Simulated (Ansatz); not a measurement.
**TiH2 (singlet): the correlation ladder at angle H2–Ti1–H3 = 71.6°, def2-SVP**

One table from this session's results is given with a row withheld; the runs are named, their logs left out.

The runs use Ansatz 0.2.0, Gaussian basis; def2-SVP, core rule «outside noble gas», up to 9 orbitals frozen.

Plan: UHF; CCSD(T) on RHF; CCSD(T) on UHF; CISD; CCSDT(Q) on RHF; CCSDT(Q) on UHF; CASSCF and MRCISD+Q, 2 electrons in 2 orbitals; CASSCF and NEVPT2, 2 electrons in 2 orbitals; Full CI.

23 further runs of the same task are left out: 10 for a known fault of the program, 10 that didn't finish, 3 set aside as unsound or not needed.

### What is computed

The geometry derives from a PBE0/def2-TZVP stationary point (not a proven minimum). One angle is set to the value named; bond lengths are kept.

3 atoms, charge 0, spin multiplicity 1.

Atoms are counted from 1 here; the program's logs count them from 0.

Bond lengths: Ti1–H2 1.847 Å, Ti1–H3 1.847 Å. Angles: H2–Ti1–H3 71.6°.

Geometry (Å):

```xyz
3
charge 0, multiplicity 1
Ti   -0.0606    0.0000    0.0000
H     1.4378    0.0000   -1.0807
H     1.4378    0.0000    1.0807
```

Set-up of the first run:

The input, in.yaml:

```yaml
crystal:
  periodic: [false, false, false]
  atoms:
    - {symbol: Ti, position_ang: [-0.060552, 0.000000, 0.000000]}
    - {symbol: H, position_ang: [1.437807, 0.000000, -1.080651]}
    - {symbol: H, position_ang: [1.437807, 0.000000, 1.080651]}
basis:
  gaussian: {orbitals: def2-SVP}
magnetization: {spin_polarized: true, initial_magnetization: 0}
hamiltonian: {xc: hf}
output: {orbitals: {seedname: orbitals}}
```

Command:

```
$ ansatz run in.yaml --threads 1 --pin off --events-out ev --progress --plain --max-ram 2393MiB
```

Steps of the session up to this table: UHF; CCSD(T) on RHF; CCSD(T) on UHF; CISD; CCSDT(Q) on RHF; CCSDT(Q) on UHF; CASSCF and MRCISD+Q, 2 electrons in 2 orbitals; CASSCF and NEVPT2, 2 electrons in 2 orbitals; Full CI.

One of the session's tables, all rows but one given; the rest of the session is left out.

```
     method  from FCI (kcal/mol)
        RHF               +88.34
       RMP2               +36.83
       CISD               +17.74
      RCCSD                +7.77
   RCCSD(T)                +1.21
     RCCSDT                    ?
  RCCSDT(Q)                -1.02
CASSCF pair               +70.84
NEVPT2 pair               +23.43
        FCI                    0
```

Q: Estimate the row for RCCSDT from the others.

As computed: from FCI (kcal/mol): +0.73. In the column «from FCI (kcal/mol)» it lies between FCI (0) and RCCSD(T) (+1.21).

Not comparable, so not listed: CASSCF and MRCISD+Q, 2 electrons in 2 orbitals (they don't share determinant, frozen orbitals or solution with the rows shown, or repeat one).

Limits of these values: Left out of the table: UHF, UMP2, UCCSD, UCCSD(T), UCCSDT, UCCSDT(Q) (another determinant or state than the rows shown). RCCSDT(Q) falls below full CI, which methods that aren't variational can do. Warnings in the runs' records: passed over end.
